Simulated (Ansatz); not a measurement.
# BH5OSeSn: a ladder of functionals and wavefunction methods

The task here is to estimate one member of a computed series from the others.

Method: functionals in def2-TZVPP, the program's frozen cores in correlated methods; program: Ansatz 0.2.0, Gaussian basis.

Levels to be run: LDA (SPW92), PBE-D4, revPBE-D4, BLYP-D4, r2SCAN-D4, B97M-V, PBE0-D4, B3LYP-D4, r2SCANh-D4, r2SCAN0-D4, HSE06-D4, BHLYP-D4, CAM-B3LYP-D4, LC-ωPBE, ωB97X-V, ωB97M-V, B2PLYP, PBE-QIDH; CCSD(T)/def2-SVP; CCSD(T)/def2-TZVPP; MP2/def2-QZVPP; extrapolation to the limit; RPA on PBE.

1 further run of the same task is left out (for a known fault of the program). Runs told in other sessions of the task aren't counted.

**The relaxed structure**

All runs share one geometry, relaxed beforehand with PBE0-D4 in a triple-zeta def2 set. Sn takes the def2 core potential; no spin-orbit term is included.

SMILES `O[B]([SeH])[SnH3]`, 9 atoms, charge 0, spin multiplicity 1.

Atoms are counted from 1 here; the program's logs count them from 0.

Bond lengths: O1–B2 1.353 Å, O1–H5 0.961 Å, B2–Se3 1.941 Å, B2–Sn4 2.269 Å, Se3–H6 1.472 Å, Sn4–H7 1.718 Å, Sn4–H8 1.706 Å, Sn4–H9 1.707 Å. Angles: B2–O1–H5 114.3°, O1–B2–Se3 118.8°, O1–B2–Sn4 122.5°, Se3–B2–Sn4 118.7°, B2–Se3–H6 95.8°, B2–Sn4–H7 108.0°, B2–Sn4–H8 113.1°, B2–Sn4–H9 112.8°, H7–Sn4–H8 107.6°, H7–Sn4–H9 107.4°, H8–Sn4–H9 107.7°.

Set-up of the first run:

in.yaml

```yaml
crystal:
  periodic: [false, false, false]
  atoms:
    - {symbol: O, position_ang: [0.338408, 1.356627, -1.201949]}
    - {symbol: B, position_ang: [0.520631, 0.533439, -0.143794]}
    - {symbol: Se, position_ang: [2.092250, 0.773429, 0.969314]}
    - {symbol: Sn, position_ang: [-0.943172, -1.119252, 0.380593]}
    - {symbol: H, position_ang: [-0.457100, 1.178024, -1.710200]}
    - {symbol: H, position_ang: [2.638783, 1.912012, 0.212774]}
    - {symbol: H, position_ang: [-2.154297, -1.160369, -0.836687]}
    - {symbol: H, position_ang: [-0.217490, -2.662529, 0.439801]}
    - {symbol: H, position_ang: [-1.729414, -0.857783, 1.873048]}
basis:
  gaussian: {orbitals: def2-TZVPP}
hamiltonian: {xc: lda}
output: {orbitals: {seedname: orbitals}}
```

Started as:

```
ansatz run in.yaml --threads 4 --pin off --events-out ev --progress --plain --max-ram 10444MiB
```

Among the steps run: LDA; PBE-D4 (GGA); revPBE-D4 (GGA); BLYP-D4 (GGA); r2SCAN-D4 (meta-GGA); B97M-V (meta-GGA); PBE0-D4 (hybrid); B3LYP-D4 (hybrid); r2SCANh-D4 (hybrid); r2SCAN0-D4 (hybrid); HSE06-D4 (hybrid); BHLYP-D4 (hybrid); CAM-B3LYP-D4 (range-separated); LC-ωPBE (range-separated); ωB97X-V (range-separated); ωB97M-V (range-separated); B2PLYP (double hybrid); PBE-QIDH (double hybrid).

One of the session's tables, all rows but one given; the rest of the session is left out.

It belongs to the step «Frontier levels by functional». 

| functional | HOMO (eV) | gap (eV) |
| --- | --- | --- |
| LDA (SPW92) | -6.45 | 4.41 |
| PBE-D4 | -6.31 | 4.47 |
| revPBE-D4 | -6.26 | 4.50 |
| BLYP-D4 | -6.14 | 4.46 |
| r2SCAN-D4 | -6.58 | 4.95 |
| B97M-V | -6.63 | 4.99 |
| PBE0-D4 | -7.42 | 6.42 |
| B3LYP-D4 | -7.18 | 6.01 |
| r2SCANh-D4 | -6.99 | 5.66 |
| r2SCAN0-D4 | -7.61 | 6.72 |
| HSE06-D4 | -7.02 | 5.65 |
| BHLYP-D4 | -8.37 | 8.33 |
| CAM-B3LYP-D4 | -8.66 | 8.76 |
| LC-ωPBE | -10.01 | 11.17 |
| ωB97X-V | ? | ? |
| ωB97M-V | -9.55 | 10.45 |

Q: Estimate the row for ωB97X-V from the others.

As computed: HOMO (eV): -9.68; gap (eV): 10.75. In the column «HOMO (eV)» it lies between LC-ωPBE (-10.01) and ωB97M-V (-9.55).
